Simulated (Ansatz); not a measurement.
# Ge2H7NSe: ladder of methods at one geometry, by script

How do the methods compare on Ge2H7NSe, in result and in cost? Aim: a ladder of methods at one geometry, for Ge2H7NSe, run from a script. SMILES: [NH2][GeH2][Se][GeH3].

All numbers are computed with Ansatz 0.2.0, driven from Python. The levels of theory stand in the script.

### Step 1. The system

Bond lengths: N1–Ge2 1.864 Å, Ge2–Se3 2.357 Å, Se3–Ge4 2.356 Å, N1–H5 1.044 Å, N1–H6 1.044 Å, Ge2–H7 1.550 Å, Ge2–H8 1.550 Å, Ge4–H9 1.550 Å, Ge4–H10 1.550 Å, Ge4–H11 1.550 Å. Angles (14 of 16 angles, heavy atoms first): N1–Ge2–Se3 109.7°, Ge2–Se3–Ge4 90.9°, N1–Ge2–H7 109.2°, N1–Ge2–H8 109.6°, Se3–Ge2–H7 109.2°, Se3–Ge2–H8 109.8°, Ge2–N1–H5 106.8°, Ge2–N1–H6 106.6°, Se3–Ge4–H9 109.5°, Se3–Ge4–H10 109.7°, Se3–Ge4–H11 109.4°, H7–Ge2–H8 109.3°, H5–N1–H6 106.7°, H9–Ge4–H10 109.6°.

The script reads ge2h7nse.xyz:

```xyz
11

N    -1.25880    1.52360    0.41990
Ge   -1.26980    0.03040   -0.69640
Se    0.76630   -0.09500   -1.87620
Ge    1.90960   -0.71140    0.08950
H    -0.54780    1.34000    1.16220
H    -2.18830    1.54850    0.89540
H    -2.43750    0.15750   -1.70740
H    -1.46410   -1.25200    0.15250
H     1.21580   -1.94140    0.72870
H     1.89830    0.47050    1.09190
H     3.37630   -1.07060   -0.26000
```

### Step 2. Script

ge2h7nse.py

```python
# -*- coding: utf-8 -*-
from pathlib import Path
import argparse
import warnings

import ansatz as az
import numpy as np

parser = argparse.ArgumentParser(description="Ge2H7NSe at several levels of theory.")
parser.add_argument("--basis", required=True, help="basis")
args = parser.parse_args()


def main():
    warnings.simplefilter("ignore", az.DeckWarning)

    geometry = az.Crystal.molecule_from_extxyz("ge2h7nse.xyz")

    calc = geometry.calculation().basis(gaussian=args.basis)

    print("functional    E (Ha)        dipole (D)   HOMO (eV)  LUMO (eV)")
    for name in ["lda", "blyp", "hf", "cam_b3lyp"]:
        rep = calc.functional(name).forces().orbitals().run(threads=1, runs_dir="runs").report
        lines = Path(rep["orbitals_path"]).read_text().splitlines()
        field_of = lambda key: [line.split("=")[1].strip() for line in lines if line.startswith(key)]
        orbitals = [(27.211386 * float(e), s, float(n)) for e, s, n in zip(field_of("Ene="), field_of("Spin="), field_of("Occup="))]
        homo = max(e for e, _, n in orbitals if n > 0.5)
        lumo = min(e for e, _, n in orbitals if n < 0.5)
        dipole = 4.803205 * np.linalg.norm(rep["charge_distribution"]["dipole_moment_e_ang"])
        print(f"{name:10s} {rep['free_energy_ev'] / 27.211386246:14.6f} {dipole:9.3f} {homo:11.3f} {lumo:10.3f}")


if __name__ == "__main__":
    main()
```

### Step 3. The input behind the calls

The package turns the script's settings into the engine's input (first run):

```yaml
crystal:
  periodic: [false, false, false]
  atoms:
    - { symbol: "N", position_ang: [-1.2588, 1.5236, 0.4199] }
    - { symbol: Ge, position_ang: [-1.2698, 0.0304, -0.6964] }
    - { symbol: Se, position_ang: [0.7663, -0.095, -1.8762] }
    - { symbol: Ge, position_ang: [1.9096, -0.7114, 0.0895] }
    - { symbol: H, position_ang: [-0.5478, 1.34, 1.1622] }
    - { symbol: H, position_ang: [-2.1883, 1.5485, 0.8954] }
    - { symbol: H, position_ang: [-2.4375, 0.1575, -1.7074] }
    - { symbol: H, position_ang: [-1.4641, -1.252, 0.1525] }
    - { symbol: H, position_ang: [1.2158, -1.9414, 0.7287] }
    - { symbol: H, position_ang: [1.8983, 0.4705, 1.0919] }
    - { symbol: H, position_ang: [3.3763, -1.0706, -0.26] }
basis:
  gaussian:
    orbitals: def2-SVP
hamiltonian:
  xc: lda
output:
  orbitals: {}
  forces: true
```

### Step 4. The run

Command:

```
$ python ge2h7nse.py --basis def2-SVP
```

Output:

```text
functional    E (Ha)        dipole (D)   HOMO (eV)  LUMO (eV)
lda          -6603.456066     2.184      -5.747     -1.268
blyp         -6613.804095     1.958      -5.458     -0.911
hf           -6608.280135     2.516      -9.446      3.232
cam_b3lyp    -6614.032817     2.229      -8.045      0.898
```

Run time: 36 s. Hardware: 1 thread of Arm Neoverse V1, shared host; peak memory 0.6 GiB.

### Step 5. Inputs of later runs

The engine's inputs for the other runs:

Run 2, against run 1:

```diff
@@ -19 +19 @@
-  xc: lda
+  xc: blyp
```

Run 3, against run 1:

```diff
@@ -19 +19 @@
-  xc: lda
+  xc: hf
```

Run 4, against run 1:

```diff
@@ -19 +19 @@
-  xc: lda
+  xc: cam_b3lyp
```

A comment line of the script is reworded here; the code is as run.

### Step 6. The runs side by side

The 4 runs, in the order started:

| run | functional | energy (eV) | SCF cycles | CPU time (s) |
| --- | --- | --- | --- | --- |
| 1 | lda | -179689.1936 | 20 | 4.2 |
| 2 | blyp | -179970.7778 | 20 | 7.3 |
| 3 | hf | -179820.4632 | 12 | 7.7 |
| 4 | cam_b3lyp | -179977.0016 | 17 | 16 |

Totals hang on method, basis and potentials, so only like runs compare.

The fields below are those of run 1.

### Step 7. The molecule's orbitals and density

Orbitals, density, ELF and potential are computed afterwards from the orbital file.

Frontier orbitals at LDA/def2-SVP, with the share of their density that lies nearest to each atom:

| orbital | energy (eV) | lies on |
| --- | --- | --- |
| HOMO | -5.75 | Se3 80 % |
| LUMO | -1.27 | Se3 35 %; Ge4 25 %; H9, H10, H11 about 11 % each |

ELF in a plane through or near 7 of the atoms.

Ten even steps from '0' (0.00) to '9' (1.00):
```
0000000000000000000000000000
0000000000000000000000000000
0000000000000000000000000000
0000000025640001100000000000
0000000279993027510000000000
0000000399996079963564000000
0000000399997079977887200000
0000333368996037854997200000
0005998412253003735764000000
0018999435422113576310000000
0019999537334232322100000000
0018999722255434552432000000
0004998533565642535998400000
0000342113576652149999700000
0000000003678743379999800000
0000000003677631159999300000
0000000001466510016884000000
0000000000123200000110000000
0000000000000000000000000000
0000000000000000000000000000
```
The map spans 12.2 Å across and 8.6 Å up, centred on the molecule. Atoms in the plane (x, y in Å): N1 (1.7, 1.0), Ge2 (1.2, -0.8), Ge4 (-2.0, 0.0), H5 (0.9, 1.6), H7 (2.4, -1.7), H10 (-1.6, 1.5), H11 (-3.5, -0.2).

On the surface of density 0.002 e/bohr³ the electrostatic potential runs, from the 1st to the 99th percentile, from -1.56 V near N1 to 1.44 V near H6.

### Step 8. Results

| quantity | value |
| --- | --- |
| runs compared | 4 |
| HOMO-LUMO gap of the mean field (LDA/def2-SVP) | 4.48 eV |

What this shows: All 4 runs converged, in 12 to 20 cycles. Notes:
- The geometry is a force-field or estimated start, not a minimum of this method, and the basis set is short of its limit. A lower total doesn't mark the better method: functionals have no common bound, and MP2 and coupled cluster aren't variational.
- Levels such as HOMO and LUMO are orbital energies: with these approximate functionals they aren't the ionisation energy and electron affinity, and their gap isn't the fundamental gap.
